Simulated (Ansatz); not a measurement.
# NiPt: energy of spin spirals, part 2 of 2

Is the ferromagnetic state of NiPt stable against spirals with wavevectors from Γ to L? Methods of the runs shown: PAW.

Ansatz 0.2.0; DFT PBEsol; a Materials Project cell.

**6. Spiral at 0.5 of the way from Γ to L, PAW**

input.yaml

```yaml
crystal:
  lattice:
    - [1.3535998424, 0.7815012334, 4.2296453483]
    - [-1.3535998424, 0.7815012334, 4.2296453483]
    - [0.0, -1.5630024668, 4.2296453483]
  atoms:
    - { symbol: Ni, position: [0.0, 0.0, 0.0], spin: 0.8, spin_axis: [-1.0, 0.0, 0.0] }
    - { symbol: Pt, position: [0.5, 0.5, 0.5], spin: 0.2, spin_axis: [-1.0, 0.0, 0.0] }
magnetization:
  noncollinear: true
  spin_spiral: { q: [0.25, 0.0, 0.0] }
kpoints:
  mp_grid: { grid: [12, 12, 12], shift: [0.5, 0.0, 0.0] }
scf:
  occupations: { method: fermi_dirac, width: 0.05 }
  lower_state_search: "off"
hamiltonian:
  xc: pbesol
  pseudopotentials: { kind: paw }
output:
  eigenvalues: false
```

Launch:

```sh
> ansatz run input.yaml --threads 2 --pin off --max-ram 5120MiB --backend cpu --events-out ev --progress --plain --runs-dir out
```

Standard output (excerpt; [...] marks lines left out):

```text
settings of this run that can trade accuracy for cost: output.eigenvalues: false. Do not mix this run's numbers with those of runs without the same settings; the input reference describes each key
[...]
Pseudopotentials: kind: paw
Pseudopotential: Ni, paw, valence charge 18, recommended cutoff 420 eV (normal)
Pseudopotential: Pt, paw, valence charge 18, recommended cutoff 420 eV (normal)
Functional definition: PBEsol
[...]
Crystal: 2 atoms, lattice volume = 26.846 Å³
Basis set: ecut = 420 eV, 537 PW (Γ), FFT grids on a1−a3, a2−a3, a3
Bands: 44, of which v1, the nominal top of the filled ones, is band 36 counted from 1 (35 counted from 0)
Symmetry: 2 space group operations
k-points: 468 of 1728
Spin spiral: q = (0.25, 0, 0) of the reciprocal vectors; moments are told in the frame that turns with it, a site's in that at the site
[...]
Starting moments: Σ|m| = 1 μB on 2 of 2 sites
[...]
SCF converged after 20 iterations
an eigenvalue changed by more than its tolerance at an iteration that met the thresholds in force, so the SCF went on 1 time: the last check found none over its tolerance
Magnetization: |M| = 0.6469 μB,  M = (-0.6469, +0.0000, +0.0000) μB
Absolute magnetization: 0.7268 μB (∫|m|, with the PAW one-centre terms)
  site 0: m = (-0.5796, +0.0000, +0.0000) μB, |m| = 0.5796 μB  (R = 1.08 Å)
  site 1: m = (-0.1103, +0.0000, +0.0000) μB, |m| = 0.1103 μB  (R = 1.08 Å)
Free energy (F): -18188.831246 eV
[...]
E sigma→0 (E₀):  -18188.815437 eV
Entropy (-TS):   -0.031619 eV (-15.810 meV/atom)
Fermi energy:    20.218813 eV
[...]
settings of this run that can trade accuracy for cost: output.eigenvalues: false. Do not mix this run's numbers with those of runs without the same settings; the input reference describes each key
```

It took 2.5 min on 2 threads of Arm Neoverse V2, shared host; peak memory 1.1 GiB.

Read from it: moment of the cell in the turning frame 0.65 μB; moments (x, y, z) Ni1 (-0.58, 0.00, 0.00), Pt2 (-0.11, 0.00, 0.00) μB.

**7. Spiral at 0.667 of the way from Γ to L, PAW**

input.yaml: that of step 6 with these lines changed.

```diff
@@ -10,5 +10,5 @@
   noncollinear: true
-  spin_spiral: { q: [0.25, 0.0, 0.0] }
+  spin_spiral: { q: [0.3333333333, 0.0, 0.0] }
 kpoints:
-  mp_grid: { grid: [12, 12, 12], shift: [0.5, 0.0, 0.0] }
+  mp_grid: { grid: [12, 12, 12] }
 scf:
```

Launch:

```sh
> ansatz run input.yaml --threads 2 --pin off --max-ram 5120MiB --backend cpu --events-out ev --progress --plain --runs-dir out
```

Standard output (excerpt; [...] marks lines left out):

```text
settings of this run that can trade accuracy for cost: output.eigenvalues: false. Do not mix this run's numbers with those of runs without the same settings; the input reference describes each key
[...]
[... 4 set-up lines as earlier in the session ...]
[...]
Crystal: 2 atoms, lattice volume = 26.846 Å³
Basis set: ecut = 420 eV, 537 PW (Γ), FFT grids on a1−a3, a2−a3, a3
Bands: 44, of which v1, the nominal top of the filled ones, is band 36 counted from 1 (35 counted from 0)
[... 1 set-up line as earlier in the session ...]
k-points: 476 of 1728
Spin spiral: q = (0.3333333333, 0, 0) of the reciprocal vectors; moments are told in the frame that turns with it, a site's in that at the site
[...]
Starting moments: Σ|m| = 1 μB on 2 of 2 sites
[...]
SCF iter  19: F=-18188.822351 eV  HF=-18188.822351 eV  |F-HF|=1.40e-9  |Δ(HF+E_count)|=   1.16e-9  Δρ=2.91e-6  dr2=1.33e-9  dr2_m=1.75e-10  ethr=7.49e-12  |M|=4.70e-1 ∫|m|=5.33e-1 μB  |m|>n=0.0e0 m-floor=0.0e0 τ_xc=3.2e-4 mc-row=0.0e0  ⟨swp⟩=2.0  Hψ=72268  notcnv=0
[...]
SCF converged after 19 iterations
Magnetization: |M| = 0.4698 μB,  M = (-0.4698, +0.0000, +0.0000) μB
Absolute magnetization: 0.5338 μB (∫|m|, with the PAW one-centre terms)
  site 0: m = (-0.4463, +0.0000, +0.0000) μB, |m| = 0.4463 μB  (R = 1.08 Å)
  site 1: m = (-0.0617, +0.0000, +0.0000) μB, |m| = 0.0617 μB  (R = 1.08 Å)
Free energy (F): -18188.822351 eV
[...]
E sigma→0 (E₀):  -18188.804473 eV
Entropy (-TS):   -0.035756 eV (-17.878 meV/atom)
Fermi energy:    20.201261 eV
[...]
settings of this run that can trade accuracy for cost: output.eigenvalues: false. Do not mix this run's numbers with those of runs without the same settings; the input reference describes each key
```

It took 2.4 min on 2 threads of Arm Neoverse V2, shared host; peak memory 1.1 GiB.

Read from it: moment of the cell in the turning frame 0.47 μB; moments (x, y, z) Ni1 (-0.45, 0.00, 0.00), Pt2 (-0.06, 0.00, 0.00) μB.

**8. Spiral at 0.833 of the way from Γ to L, PAW**

input.yaml: that of step 7 with these lines changed.

```diff
@@ -10,5 +10,5 @@
   noncollinear: true
-  spin_spiral: { q: [0.3333333333, 0.0, 0.0] }
+  spin_spiral: { q: [0.4166666667, 0.0, 0.0] }
 kpoints:
-  mp_grid: { grid: [12, 12, 12] }
+  mp_grid: { grid: [12, 12, 12], shift: [0.5, 0.0, 0.0] }
 scf:
```

Launch:

```sh
> ansatz run input.yaml --threads 2 --pin off --max-ram 5120MiB --backend cpu --events-out ev --progress --plain --runs-dir out
```

Standard output (excerpt; [...] marks lines left out):

```text
settings of this run that can trade accuracy for cost: output.eigenvalues: false. Do not mix this run's numbers with those of runs without the same settings; the input reference describes each key
[...]
[... 4 set-up lines as earlier in the session ...]
[...]
Crystal: 2 atoms, lattice volume = 26.846 Å³
Basis set: ecut = 420 eV, 537 PW (Γ), FFT grids on a1−a3, a2−a3, a3
Bands: 44, of which v1, the nominal top of the filled ones, is band 36 counted from 1 (35 counted from 0)
[... 1 set-up line as earlier in the session ...]
k-points: 468 of 1728
Spin spiral: q = (0.4166666667, 0, 0) of the reciprocal vectors; moments are told in the frame that turns with it, a site's in that at the site
[...]
Starting moments: Σ|m| = 1 μB on 2 of 2 sites
[...]
SCF iter  21: F=-18188.818942 eV  HF=-18188.818942 eV  |F-HF|=1.09e-11  |Δ(HF+E_count)|=   1.34e-9  Δρ=2.19e-6  dr2=1.60e-10  dr2_m=3.18e-10  ethr=3.29e-11  |M|=3.13e-1 ∫|m|=3.59e-1 μB  |m|>n=0.0e0 m-floor=0.0e0 τ_xc=9.6e-5 mc-row=0.0e0  ⟨swp⟩=2.0  Hψ=54859  notcnv=0
[...]
SCF converged after 21 iterations
Magnetization: |M| = 0.3130 μB,  M = (-0.3130, -0.0000, +0.0000) μB
Absolute magnetization: 0.3596 μB (∫|m|, with the PAW one-centre terms)
  site 0: m = (-0.3201, -0.0000, +0.0000) μB, |m| = 0.3201 μB  (R = 1.08 Å)
  site 1: m = (-0.0224, -0.0000, +0.0000) μB, |m| = 0.0224 μB  (R = 1.08 Å)
Free energy (F): -18188.818942 eV
[...]
E sigma→0 (E₀):  -18188.799455 eV
Entropy (-TS):   -0.038973 eV (-19.487 meV/atom)
Fermi energy:    20.188535 eV
[...]
settings of this run that can trade accuracy for cost: output.eigenvalues: false. Do not mix this run's numbers with those of runs without the same settings; the input reference describes each key
```

It took 2.8 min on 2 threads of Arm Neoverse V2, shared host; peak memory 1.1 GiB.

In short: moment of the cell in the turning frame 0.31 μB; moments (x, y, z) Ni1 (-0.32, 0.00, 0.00) μB.

**9. Spiral at 1 of the way from Γ to L, PAW**

input.yaml: that of step 8 with these lines changed.

```diff
@@ -10,5 +10,5 @@
   noncollinear: true
-  spin_spiral: { q: [0.4166666667, 0.0, 0.0] }
+  spin_spiral: { q: [0.5, 0.0, 0.0] }
 kpoints:
-  mp_grid: { grid: [12, 12, 12], shift: [0.5, 0.0, 0.0] }
+  mp_grid: { grid: [12, 12, 12] }
 scf:
```

Launch:

```sh
> ansatz run input.yaml --threads 2 --pin off --max-ram 5120MiB --backend cpu --events-out ev --progress --plain --runs-dir out
```

Standard output (excerpt; [...] marks lines left out):

```text
settings of this run that can trade accuracy for cost: output.eigenvalues: false. Do not mix this run's numbers with those of runs without the same settings; the input reference describes each key
[...]
[... 4 set-up lines as earlier in the session ...]
[...]
Crystal: 2 atoms, lattice volume = 26.846 Å³
Basis set: ecut = 420 eV, 537 PW (Γ), FFT grids on a1−a3, a2−a3, a3
Bands: 44, of which v1, the nominal top of the filled ones, is band 36 counted from 1 (35 counted from 0)
[... 1 set-up line as earlier in the session ...]
k-points: 476 of 1728
Spin spiral: q = (0.5, 0, 0) of the reciprocal vectors; moments are told in the frame that turns with it, a site's in that at the site
[...]
Starting moments: Σ|m| = 1 μB on 2 of 2 sites
[...]
SCF iter  22: F=-18188.818243 eV  HF=-18188.818243 eV  |F-HF|=3.75e-9  |Δ(HF+E_count)|=   5.60e-9  Δρ=4.28e-6  dr2=4.20e-9  dr2_m=2.05e-10  ethr=2.78e-10  |M|=2.43e-1 ∫|m|=2.85e-1 μB  |m|>n=0.0e0 m-floor=0.0e0 τ_xc=7.6e-6 mc-row=0.0e0  ⟨swp⟩=2.5  Hψ=40614  notcnv=0
[...]
SCF converged after 22 iterations
Magnetization: |M| = 0.2434 μB,  M = (-0.2434, +0.0000, +0.0000) μB
Absolute magnetization: 0.2856 μB (∫|m|, with the PAW one-centre terms)
  site 0: m = (-0.2684, +0.0000, +0.0000) μB, |m| = 0.2684 μB  (R = 1.08 Å)
  site 1: m = (-0.0000, +0.0000, +0.0000) μB, |m| = 0.0000 μB  (R = 1.08 Å)
Free energy (F): -18188.818243 eV
[...]
E sigma→0 (E₀):  -18188.798292 eV
Entropy (-TS):   -0.039901 eV (-19.950 meV/atom)
Fermi energy:    20.184112 eV
[...]
settings of this run that can trade accuracy for cost: output.eigenvalues: false. Do not mix this run's numbers with those of runs without the same settings; the input reference describes each key
```

Run time: 2.8 min. Hardware: 2 threads of Arm Neoverse V2, shared host; peak memory 1.1 GiB.

In short: moment of the cell in the turning frame 0.24 μB; moments (x, y, z) Ni1 (-0.27, 0.00, 0.00) μB.

**10. Side by side**

Free energies are per magnetic atom (1 in the cell), from each method's spiral at q = 0. Moments are those in the frame that turns with the spiral.

| run | method | energy from the method's reference (meV/magnetic atom) | total moment (μB) | largest site moment (μB) | cycles | time |
| --- | --- | --- | --- | --- | --- | --- |
| 0 of Γ–L, q = (0.000, 0.000, 0.000) | PAW | 0.0 | 0.95 | 0.78 | 18 | 50 s |
| 0.167 of Γ–L, q = (0.083, 0.000, 0.000) | PAW | 6.6 | 0.93 | 0.77 | 18 | 2.1 min |
| 0.333 of Γ–L, q = (0.167, 0.000, 0.000) | PAW | 25.4 | 0.81 | 0.69 | 15 | 1.8 min |
| 0.5 of Γ–L, q = (0.250, 0.000, 0.000) | PAW | 41.2 | 0.65 | 0.58 | 20 | 2.5 min |
| 0.667 of Γ–L, q = (0.333, 0.000, 0.000) | PAW | 50.1 | 0.47 | 0.45 | 19 | 2.4 min |
| 0.833 of Γ–L, q = (0.417, 0.000, 0.000) | PAW | 53.5 | 0.31 | 0.32 | 21 | 2.8 min |
| 1 of Γ–L, q = (0.500, 0.000, 0.000) | PAW | 54.2 | 0.24 | 0.27 | 22 | 2.8 min |

**11. Outcome**

The summary covers parts 1 to 2.

| quantity | value |
| --- | --- |
| lowest of the spirals run (PAW) | 0 of Γ–L, +0.0 meV |
| energy at 1 of Γ–L (PAW) | +54.2 meV |

In words: By PAW the energy rises from q = 0 on, to +54.2 meV a magnetic atom at 1 of the way: along this line the ferromagnet is stable. The moment changes from 0.78 to 0.27 μB on the way, so a model of rigid moments is poor here. The magnetic state is the one reached from the start moments in this cell; it needn't be the ground state. Spin-orbit coupling is left out, though the cell holds Pt; in elements this heavy it can shift bands and gaps by tenths of an eV. The k mesh (12×12×12) wasn't tested for convergence.
